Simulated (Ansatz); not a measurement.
# C₂H₅AlBN, SMILES B[C]1=C[NH][AlH]1: energies of removing a hydrogen

Program: Ansatz's Python interface.

`bde_c2h5albn.py`
```python
import ansatz as az

BASIS = "def2-SVPD"
XC = "hf"


def energy_of(molecule, charge=0, unpaired=0):
    calc = molecule.calculation().basis(gaussian=BASIS).functional(XC).scf(lower_state_search="standard")
    if charge:
        calc = calc.charge(charge)
    if unpaired:
        calc = calc.spin("collinear", total=unpaired)
    return calc.run(threads=1).report["free_energy_ev"]

def without(molecule, index):
    rest = az.Crystal.molecule()
    for i, site in enumerate(molecule.cartesian_sites):
        if i != index:
            rest = rest.atom(site.symbol, site.position_ang)
    return rest


def main() -> None:
    geometry_ang = [
        ("B", [-1.1, 0.5751, -1.4274]),
        ("C", [-0.2839, 0.089, -0.2591]),
        ("C", [-0.6144, -0.6245, 0.8614]),
        ("N", [0.8509, -0.6828, 1.42]),
        ("Al", [1.5291, 0.2317, 0.0482]),
        ("H", [-2.3115, 0.4293, -1.4573]),
        ("H", [-0.6197, 1.2295, -2.3155]),
        ("H", [-1.484, -0.9976, 1.2346]),
        ("H", [1.186, -1.1041, 2.327]),
        ("H", [2.9306, 0.8033, -0.4289]),
    ]
    molecule = az.Crystal.molecule()
    for symbol, xyz in geometry_ang:
        molecule = molecule.atom(symbol, xyz)

    whole = energy_of(molecule, 0)
    hydrogen = energy_of(az.Crystal.molecule().atom("H", (0, 0, 0)), 0, 1)
    print(f"E(molecule) = {whole:.5f} eV, E(H) = {hydrogen:.5f} eV")
    for index in [6, 7, 8]:
        radical = energy_of(without(molecule, index), 0, 1)
        print(f"H{index}: homolysis {(radical + hydrogen - whole):.3f} eV")


if __name__ == "__main__":
    main()
```

```console
$ python bde_c2h5albn.py
E(molecule) = -10868.63261 eV, E(H) = -13.58606 eV
H6: homolysis 3.737 eV
H7: homolysis 3.943 eV
H8: homolysis 3.735 eV
```

Notes:
- The settings weren't tested for convergence.
- The geometry is a force-field or estimated start, not a minimum of this method, and the basis set is short of its limit. All parts are taken at fixed geometry, without zero-point energy.
- The expectation value of S² is noticeably off S(S+1) in at least one run, so that state is spin-contaminated.
- Hartree-Fock leaves correlation out, so bond, atomisation and ionisation energies come out well too low.
- Run time: 74 s on 1 thread of AMD EPYC 7R43 64-Core Processor (Zen 3), on a shared host, peak memory 0.52 GiB.
